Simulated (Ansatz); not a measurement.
Task: energies of removing a hydrogen of BH4O2P, SMILES OB(O)P, with Ansatz 0.2.0, Python API. Give the script and its output. Settings (for the species named): r2scan0, def2-SVPD basis, multiplicity 1.

```xyz
8

O    -1.4302   -0.9629   -0.3972
B    -0.4262    0.0000    0.0465
O    -0.6910    1.4322   -0.0605
P     1.2494   -0.6228    0.7745
H    -1.9850   -1.1332    0.4053
H    -0.3516    1.6828   -0.9565
H     1.7464   -1.0761   -0.5131
H     1.8882    0.6800    0.7009
```

The script, `bh4o2p.py`:
```python
import ansatz


def single_point(molecule, charge=0, unpaired=0):
    calc = molecule.calculation().basis(gaussian="def2-SVPD").functional("r2scan0")
    if charge:
        calc = calc.charge(charge)
    if unpaired:
        calc = calc.spin("collinear", total=unpaired)
    report = calc.run(threads=1, backend="cpu").report
    if report["published_state_doubts"]:
        print("  doubts:", report["published_state_doubts"])
    return report["free_energy_ev"]

def without(molecule, index):
    rest = ansatz.Crystal.molecule()
    for i, site in enumerate(molecule.cartesian_sites):
        if i != index:
            rest = rest.atom(site.symbol, site.position_ang)
    return rest


def main() -> None:
    geometry_ang = [
        ("O", (-1.4302, -0.9629, -0.3972)),
        ("B", (-0.4262, 0.0, 0.0465)),
        ("O", (-0.691, 1.4322, -0.0605)),
        ("P", (1.2494, -0.6228, 0.7745)),
        ("H", (-1.985, -1.1332, 0.4053)),
        ("H", (-0.3516, 1.6828, -0.9565)),
        ("H", (1.7464, -1.0761, -0.5131)),
        ("H", (1.8882, 0.68, 0.7009)),
    ]
    geometry = ansatz.Crystal.molecule()
    for symbol, xyz in geometry_ang:
        geometry = geometry.atom(symbol, xyz)

    whole = single_point(geometry, 0)
    hydrogen = single_point(ansatz.Crystal.molecule().atom("H", (0, 0, 0)), 0, 1)
    print(f"E(molecule) = {whole:.5f} eV, E(H) = {hydrogen:.5f} eV")
    for index in [5, 7]:
        radical = single_point(without(geometry, index), 0, 1)
        print(f"H{index}: homolysis {23.060548 * (radical + hydrogen - whole):.1f} kcal/mol")
        anion = single_point(without(geometry, index), -1)
        print(f"H{index}: loss of a proton {23.060548 * (anion - whole):.1f} kcal/mol")


if __name__ == "__main__":
    main()
```

Running `python bh4o2p.py` prints:
```text
E(molecule) = -14115.78609 eV, E(H) = -13.58464 eV
H5: homolysis 102.5 kcal/mol
H5: loss of a proton 357.3 kcal/mol
H7: homolysis 83.8 kcal/mol
H7: loss of a proton 370.2 kcal/mol
```

Reading the output:
- The settings weren't tested for convergence.
- The geometry is a force-field or estimated start, not a minimum of this method, and the basis set is short of its limit. All parts are taken at fixed geometry, without zero-point energy.
- The whole script took 46 s on 1 thread of Arm Neoverse V1, on a shared host, peak memory 0.37 GiB.
